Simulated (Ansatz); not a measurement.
# BClFH4NO: the cost of one run

Program: Ansatz 0.2.0. Level of theory: RHF/6-31G*. These are calculated values, not measurements.

## 1. Starting point

Bond lengths: B1–F2 1.670 Å, B1–Cl3 1.860 Å, B1–O4 1.410 Å, O4–H5 1.010 Å, B1–N6 1.850 Å, N6–H7 1.060 Å, N6–H8 1.060 Å, N6–H9 1.170 Å. Angles: F2–B1–Cl3 120.0°, F2–B1–O4 120.0°, F2–B1–N6 71.6°, Cl3–B1–O4 120.0°, Cl3–B1–N6 88.4°, O4–B1–N6 110.0°, B1–O4–H5 109.5°, B1–N6–H7 120.0°, B1–N6–H8 120.0°, B1–N6–H9 72.7°, H7–N6–H8 120.0°, H7–N6–H9 68.6°, H8–N6–H9 131.5°.

Coordinates:

```xyz
9

B     0.0000    0.0000    0.0000
F     0.0000    0.0000    1.6700
Cl    1.6108    0.0000   -0.9300
O    -1.2211    0.0000   -0.7050
H    -1.7308   -0.8467   -0.4965
N     0.3946    1.7107    0.5833
H     1.1678    1.8639    1.2920
H    -0.1526    2.5377    0.2089
H     0.2413    1.0464    1.5337
```

## 2. A restrained relaxation towards end A

Springs on the bonds that form and break draw the guess towards this end; the thresholds are loose.

Contents of input.yaml:

```yaml
crystal:
  periodic: [false, false, false]
  atoms:
    - { symbol: B, position_ang: [0.0, 0.0, 0.0] }
    - { symbol: F, position_ang: [0.0, 0.0, 1.67] }
    - { symbol: Cl, position_ang: [1.6108, 0.0, -0.93] }
    - { symbol: O, position_ang: [-1.2211, 0.0, -0.705] }
    - { symbol: H, position_ang: [-1.7308, -0.8467, -0.4965] }
    - { symbol: "N", position_ang: [0.3946, 1.7107, 0.5833] }
    - { symbol: H, position_ang: [1.1678, 1.8639, 1.292] }
    - { symbol: H, position_ang: [-0.1526, 2.5377, 0.2089] }
    - { symbol: H, position_ang: [0.2413, 1.0464, 1.5337] }
basis:
  gaussian: { orbitals: "6-31G*" }
hamiltonian:
  xc: hf
relax:
  f_tol: 0.15
  max_steps: 25
  restrain:
    - { distance: [0, 5], at: 2.75, k: 30.0 }
    - { distance: [8, 1], at: 2.12, k: 30.0 }
    - { distance: [0, 1], at: 1.32, k: 30.0 }
    - { distance: [8, 5], at: 1.06, k: 30.0 }
```

The run is started by

```bash
> ansatz run input.yaml --threads 1 --pin off --max-ram 2048MiB --backend cpu --events-out ev --progress --plain --runs-dir out
```

What time and memory should one allow on 1 thread of Arm Neoverse V1, shared host?

About 27 s, with a peak of 0.16 GiB.
